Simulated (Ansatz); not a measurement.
# Bi in Ansatz: relaxation of the atoms with PBE

Aim: the relaxation of the atoms of Bi with PBE.

Everything below comes from runs of Ansatz 0.2.0. Logs are shortened: lines on timing, memory, paths and dates and some standing lists are left out, and cuts for length are marked.

## (1) The structure

The cell holds a sheet with vacuum, 1 atom: a = 3.301 Å, b = 3.301 Å, c = 23.800 Å, α = 90.00°, β = 90.00°, γ = 120.00°.

The cell was built by a generator and needn't be a form met in nature.

## (2) Relaxation of the atoms, PBE

Contents of input.yaml:

```yaml
crystal:
  lattice:
    - [3.30138, 0.0, 0.0]
    - [-1.65069, 2.85908, 0.0]
    - [0.0, 0.0, 23.8]
  atoms:
    - { symbol: Bi, position: [0.0, 0.0, 0.29412] }
  periodic: [true, true, false]
kpoints:
  mp_grid: { grid: [9, 9, 1] }
scf:
  occupations: { method: fermi_dirac, width: 0.05 }
hamiltonian:
  xc: pbe
  pseudopotentials: { kind: all_electron, lapw: { basis_error: 0.002 } }
output:
  forces: true
  stress: true
relax:
  f_tol: 0.02
  max_steps: 60
```

Potentials or basis: all-electron LAPW, scalar-relativistic.

Launch:

```console
$ ansatz run input.yaml --threads 2 --pin off --max-ram 8192MiB --backend cpu --events-out ev --progress --plain --runs-dir out
```

The log of the run:

```text
Warning: RAYON_NUM_THREADS=2 ignored (pool sized by the plan → 2); use --threads N
The last accepted step is kept in <dir> (removed where the run ends without a failure and the disk answers)
LAPW: plane waves up to 6.803 Å⁻¹, error target 2.0e-3 eV per atom; small_component_spin mean_spin; Bi in spheres of 1.601 Å, 37 of its electrons in bands, Dirac shells [] (how accurate: hamiltonian.pseudopotentials.lapw.basis_error, Limitations)
Engine: ansatz 0.2.0, x86_64-unknown-linux-gnu
Pseudopotentials: kind: all_electron
Pseudopotential: Bi, LAPW, valence charge 37, lapw/all_electron/scalar/gaussian/Bi, Koelling and Harmon's equation, gaussian nucleus
Functional definition: PBE
  parameter kappa = 0.804
  parameter beta = 0.06672455060314922
  exchange = pbe_x(kappa = kappa, mu = beta*pi^2/3)
  correlation = pbe_c(beta = beta)
Crystal: 1 atoms, lattice volume = 224.646 Å³
Basis set: ecut = 176.33664800637868 eV, 1239 PW (Γ), exchange–correlation at level 2
Bands: 23, of which v1, the nominal top of the filled ones, is band 19 counted from 1 (18 counted from 0)
Symmetry: 24 space group operations
Space group: P6/mmm (ITA 191), of the structure as read, at distance tolerance 6.1e-5 Å
k-points: 12 of 81
Non-local potential: Bi, projectors of the file, none
Initial density: superposition of atomic densities (neutral atoms: chi_scale 0, normalization atom)
Initial wavefunctions: plane waves of lowest kinetic energy (no species holds an atomic orbital)
Functional: x = pbe(κ = 0.804, μ = 0.2195149727645171), c = pbe(β = 0.06672455060314922)
iter 1 solved again at ethr=1.02e-4 eV; its pass at ethr=1.00e-1 eV (dr2=3.76e-2 eV) is discarded
SCF iter   1: F=—  HF=-585705.427316 eV  |F-HF|=—  |Δ(HF+E_count)|=         —  Δρ=2.65e-3  dr2=3.79e-2  ethr=1.02e-4  ⟨swp⟩=4.8  Hψ=1743  notcnv=0
preconditioner: auto → LDOS  [insulator: Δε(μ)=0.131 eV  Ē_g=10.184 eV  σ=0.050 eV  W_gap=0.56  n_scr=14 (ndim 8)  ℏωp=5.5 eV  f_vac=0.807  D(μ)=1.60/eV (n_scr^D=8)  ε∞_Penn≈1.3  β→1.0]
iter 2 solved again at ethr=5.62e-6 eV; its pass at ethr=1.02e-4 eV (dr2=2.08e-3 eV) is discarded
SCF iter   2: F=—  HF=-585705.409566 eV  |F-HF|=—  |Δ(HF+E_count)|=   1.77e-2  Δρ=1.09e-3  dr2=2.08e-3  ethr=5.62e-6  ⟨swp⟩=2.0  Hψ=1450  notcnv=0
SCF iter   3: F=—  HF=-585705.412355 eV  |F-HF|=—  |Δ(HF+E_count)|=   2.79e-3  Δρ=3.14e-4  dr2=3.81e-4  ethr=5.61e-6  ⟨swp⟩=3.0  Hψ=860  notcnv=0
SCF iter   4: F=—  HF=-585705.412053 eV  |F-HF|=—  |Δ(HF+E_count)|=   3.02e-4  Δρ=1.38e-4  dr2=1.31e-4  ethr=1.03e-6  ⟨swp⟩=2.8  Hψ=816  notcnv=0
SCF iter   5: F=—  HF=-585705.412038 eV  |F-HF|=—  |Δ(HF+E_count)|=   1.53e-5  Δρ=5.08e-5  dr2=2.01e-5  ethr=3.54e-7  ⟨swp⟩=3.0  Hψ=822  notcnv=0
SCF iter   6: F=—  HF=-585705.412045 eV  |F-HF|=—  |Δ(HF+E_count)|=   7.12e-6  Δρ=1.21e-5  dr2=1.34e-6  ethr=5.43e-8  ⟨swp⟩=3.0  Hψ=830  notcnv=0
SCF iter   7: F=—  HF=-585705.412047 eV  |F-HF|=—  |Δ(HF+E_count)|=   1.64e-6  Δρ=3.07e-6  dr2=1.05e-7  ethr=3.63e-9  ⟨swp⟩=3.0  Hψ=834  notcnv=0
SCF iter   8: F=-585705.412047 eV  HF=-585705.412047 eV  |F-HF|=3.14e-8  |Δ(HF+E_count)|=   3.29e-7  Δρ=1.08e-6  dr2=6.51e-9  ethr=2.82e-10  ⟨swp⟩=3.0  Hψ=831  notcnv=0
SCF 1 converged in 8 iterations: F = -585705.412047 eV  dr2 = 6.51e-9
relax step   1: F+E_penalty+E_count = -585705.41204719 eV  Δ(F+E_penalty+E_count) = +0.000e0 eV  max|allowed force component| = 0.000e0 eV/Å  Δτ_max = 0.0000 Å  (8 SCF iters, accepted)
SCF converged after 8 iterations
Free energy (F): -585705.412047 eV
Harris-Foulkes:  -585705.412047 eV  (|F-HF|=3.14e-8)
Internal energy: -585705.399931 eV  (E = F + TS)
E sigma→0 (E₀):  -585705.405989 eV
Entropy (-TS):   -0.012117 eV (-12.117 meV/atom)
Fermi energy:    -4.386930 eV
--- Per-component energies (eV) ---
  E_band       = -3346.356592
  E_kinetic    = 678034.245324
  E_xc         = -10804.918022
  E_electrostatic = -1252934.727233  (all electrons and nuclei)
  E_smearing   = -0.012117  (= −TS)
  E_closure    = 0.000000  (closes the sum)
  E_atoms      = -585702.106902  (free atoms, spherical and without spin; not in F)
  Σ components = -585705.412047   (vs F -585705.412047, Δ=0.00e0)
  Basis errors (estimates in eV, not in F): energy 8.2e-4 per atom: plane waves 8.1e-4 (5.0e-4 summed), levels above the bands 9.5e-49, relativity 7.2e-8, radial functions 4.2e-6, core shells 8.5e-9; eigenvalues (radial functions only) 8.3e-7; not estimated: angular momenta, meshes, grids; target (lapw.basis_error) 2.0e-3; muffin-tin radii Bi 1.601 Å
--- Forces (eV/Å), atoms counted from 1 ---
  atom   1  Bi    -0.00000000    -0.00000000     0.00000000
  max |Σ_I F_I| component: 9.86e-32 eV/Å
--- 2D stress c σ (N/m, compression-positive) ---
        0.273632      -0.000000       0.000000
        0.000000       0.273632       0.000000
        0.000000       0.000000       0.000000
  P = ½ c Tr σ = 0.2736 N/m
--- Relaxed structure (1 steps of the walk, 1 accepted, 0 SCFs on fresh bases) ---
  F+E_penalty+E_count = -585705.41204719 eV   max|allowed force component| = 0.000e0 eV/Å
  cell:  # Å, volume = 224.6460 Å³
    - [3.3013806076347314, 0.0, 0.0]
    - [-1.6506903038173657, 2.8590794737729834, 0.0]
    - [0.0, 0.0, 23.8]
  atoms:
    - { symbol: Bi, position: [0.0, 0.0, 0.29411999999999994] }
```

Run time: 8.7 s. Hardware: 2 threads of AMD EPYC, shared host; peak memory 0.37 GiB.

Results:

```yaml
Free_energy: -585705.4120 eV
Work_function: 4.39 eV
```

Final structure:
```yaml
crystal:
  lattice:
    - [3.30138, 0.00000, 0.00000]
    - [-1.65069, 2.85908, 0.00000]
    - [0.00000, 0.00000, 23.80000]
  atoms:
    - { symbol: Bi, position: [0.00000, 0.00000, 0.29412] }
```

Caveat: the relaxation stopped at its first step, so nothing moved; spin-orbit coupling is left out, which moves the levels of the heavy elements.
